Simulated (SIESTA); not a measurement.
The system is NbRh.

```
CELL_PARAMETERS angstrom
4.51000 0.00000 0.00000
0.00000 2.81300 0.00000
0.00000 0.00000 4.80800
ATOMIC_POSITIONS crystal
Rh 0.75000 0.50000 0.32800
Rh 0.25000 0.50000 0.67200
Nb 0.75000 0.00000 0.81800
Nb 0.25000 0.00000 0.18200
```

* Program: SIESTA 5.4.2
* Task: single point
* Functional: PBEsol
* Potentials or basis: PseudoDojo 0.4 standard (PBEsol files)
* Basis: DZP (energy shift 0.003 Ry; two zetas on semicore shells)
* Grid cutoff: 800 Ry
* Energy shift: 0.003 Ry
* k mesh: 6 × 9 × 6
* Occupations: fermi-dirac, width 0.05 eV
* Spin: no spin polarisation

On this cell: pressure 4.9 GPa; largest force 0.673 eV/Å; band gap on the k mesh none (metal or under the smearing width).

The same run follows on a disturbed copy (atoms moved at random, drawn with an rms of 0.05 Å):

```
Rh Nb
1.0
     4.51000    0.00000    0.00000
     0.00000    2.81300    0.00000
     0.00000    0.00000    4.80800
Rh Nb
2 2
Direct
  0.75471 0.50250 0.33422
  0.24964 0.49646 0.67831
  0.74980 0.98801 0.82400
  0.25429 0.99978 0.18619
```

Q: What does the disturbed cell give?

A: The energy (extrapolated to zero smearing) moves by +1.5 meV/atom; pressure 4.9 GPa; largest force 0.717 eV/Å; band gap on the k mesh none (metal or under the smearing width).

Forces on the atoms (eV/Å):
```
Rh  -0.058 -0.125 -0.704
Rh   0.052 -0.024  0.604
Nb   0.034  0.069 -0.381
Nb  -0.027  0.081  0.480
```

Stress tensor (GPa, compression positive):
```
 4.62 -0.04  0.13
-0.04  1.23  0.49
 0.13  0.49  8.86
```

Caveats: the basis of atomic orbitals isn't converged, which shifts pressures, moduli and gaps.
